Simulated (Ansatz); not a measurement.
# HOTi: the cost of one run

Method: def2-TZVPP, core rule «outside noble gas», up to 10 orbitals frozen; program: Ansatz 0.2.0, Gaussian basis.

To be run: UHF; ROHF; CCSD(T) on UHF.

2 further runs of the same task are left out: 2 set aside as unsound or not needed.

### Step 1. The geometry

The geometry is a PBE0/def2-TZVP stationary point (not a proven minimum) of the parent state, kept for this charge and spin.

3 atoms, charge 0, spin multiplicity 4.

Atoms are counted from 1 here; the program's logs count them from 0.

Bond lengths: Ti1–O2 1.607 Å, Ti1–H3 1.793 Å. Angles: O2–Ti1–H3 119.4°.

As a file:

```
Ti    0.0000   -0.0751    0.3759
O     0.0000    0.1391   -1.2164
H     0.0000    1.3560    1.4562
```

### Step 2. UHF

in.yaml reads:

```yaml
crystal:
  periodic: [false, false, false]
  atoms:
    - {symbol: Ti, position_ang: [0.000000, -0.075060, 0.375924]}
    - {symbol: O, position_ang: [0.000000, 0.139135, -1.216428]}
    - {symbol: H, position_ang: [0.000000, 1.356032, 1.456176]}
basis:
  gaussian: {orbitals: def2-TZVPP}
magnetization: {spin_polarized: true, initial_magnetization: 3}
hamiltonian: {xc: hf}
output: {orbitals: {seedname: orbitals}}
```

The run is started by

```bash
$ ansatz run in.yaml --threads 1 --pin off --events-out ev --progress --plain --max-ram 4096MiB --backend cpu
```

What time and memory should one allow on 1 thread of AMD EPYC 7R13, shared host?

About 36 s, with a peak of 0.29 GiB.
